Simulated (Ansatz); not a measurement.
# CSSe: one species, many methods

How much do the methods differ for CSSe? The plan is to run it at one geometry with functionals of several rungs and with coupled cluster, and see how far each lands from CCSD(T) at the basis-set limit for the atomisation energy.

The runs use Ansatz 0.2.0, Gaussian basis; functionals in def2-TZVPP, the program's frozen cores in correlated methods.

Plan: LDA (SPW92), PBE-D4, revPBE-D4, BLYP-D4, r2SCAN-D4, B97M-V, PBE0-D4, B3LYP-D4, r2SCANh-D4, r2SCAN0-D4, HSE06-D4, BHLYP-D4, CAM-B3LYP-D4, LC-ωPBE, ωB97X-V, ωB97M-V, B2PLYP, PBE-QIDH; CCSD(T)/def2-SVP; CCSD(T)/def2-TZVPP; CCSD(T)/def2-QZVPP; extrapolation to the limit; RPA on PBE.

### 1 The geometry

The geometry comes from an earlier relaxation with PBE0-D4 in a triple-zeta def2 set; it is a stationary point.

SMILES `S=C=[Se]`, 3 atoms, charge 0, spin multiplicity 1.

Atoms are counted from 1 here; the program's logs count them from 0.

Bond lengths: S1–C2 1.545 Å, C2–Se3 1.692 Å. Angles: S1–C2–Se3 180.0°.

### 2 LDA

This LDA is Slater exchange with PW92 correlation.

File in.yaml:

```yaml
crystal:
  periodic: [false, false, false]
  atoms:
    - {symbol: S, position_ang: [1.136705, -1.013822, 0.501235]}
    - {symbol: C, position_ang: [0.031509, -0.052209, 0.011207]}
    - {symbol: Se, position_ang: [-1.179214, 1.001231, -0.525641]}
basis:
  gaussian: {orbitals: def2-TZVPP}
hamiltonian: {xc: lda}
output: {orbitals: {seedname: orbitals}}
```

Run with:

```bash
$ ansatz run in.yaml --threads 2 --pin off --events-out ev --progress --plain --max-ram 4352MiB
```

The runs that follow: PBE-D4 (GGA); revPBE-D4 (GGA); BLYP-D4 (GGA); r2SCAN-D4 (meta-GGA); B97M-V (meta-GGA); B3LYP-D4 (hybrid); r2SCANh-D4 (hybrid); r2SCAN0-D4 (hybrid); HSE06-D4 (hybrid); BHLYP-D4 (hybrid); CAM-B3LYP-D4 (range-separated); LC-ωPBE (range-separated); ωB97X-V (range-separated); ωB97M-V (range-separated); B2PLYP (double hybrid); PBE-QIDH (double hybrid); CCSD(T) in def2-SVP; CCSD(T) in def2-TZVPP; CCSD(T) in def2-QZVPP; RPA on PBE orbitals.

**Question.** What will the summary of the whole plan be? Wanted: atomisation energy, CCSD(T)/CBS; farthest beyond LDA; mean size of error, GGA; mean size of error, meta-GGA; mean size of error, hybrid; mean size of error, range-separated; mean size of error, double hybrid; gap, smallest and largest; T1 diagnostic.

The runs gave:

```
                               quantity                                   value
        atomisation energy, CCSD(T)/CBS                               11.193 eV
    functionals within 0.112 eV (1.0 %)  B3LYP-D4, r2SCANh-D4, B2PLYP, PBE-QIDH
                    farthest beyond LDA                      PBE-D4 (+1.010 eV)
                mean size of error, GGA                                0.666 eV
           mean size of error, meta-GGA                                0.334 eV
             mean size of error, hybrid                                0.310 eV
    mean size of error, range-separated                                0.316 eV
      mean size of error, double hybrid                                0.019 eV
              gap, smallest and largest    3.60 eV (BLYP-D4), 9.73 eV (LC-ωPBE)
                          T1 diagnostic                                  0.0170
triples share of the correlation energy                                   5.9 %
```

What this shows: The LDA atomisation energy is off by 2.774 eV (25 %): it overbinds. PBE-D4 is off by +1.010 eV. Double hybrids carry the basis error of their MP2 part in triple zeta, and no dispersion term here, so their miss is partly the set-up's. By mean error the best rung here is double hybrid (0.019 eV) and the worst beyond LDA is GGA (0.666 eV). RPA and LDA stand outside this count. The reference freezes the cores and leaves out relativity and excitations past (T), and its outer-core shells are covered unevenly, so misses under about 0.112 eV can't be ranked. All levels share the lack of spin-orbit coupling, which lowers the free heavy atoms and so the true binding. Hartree-Fock recovers 55 % of the binding; the rest is correlation. CCSD(T) in def2-SVP is off by -0.960 eV, worse than the median functional, from the basis alone. The gap grows from 3.6 to 9.7 eV across the functionals, mostly with the share of exact exchange. Correlated methods include outer-core shells of Se, which these sets cover unevenly.
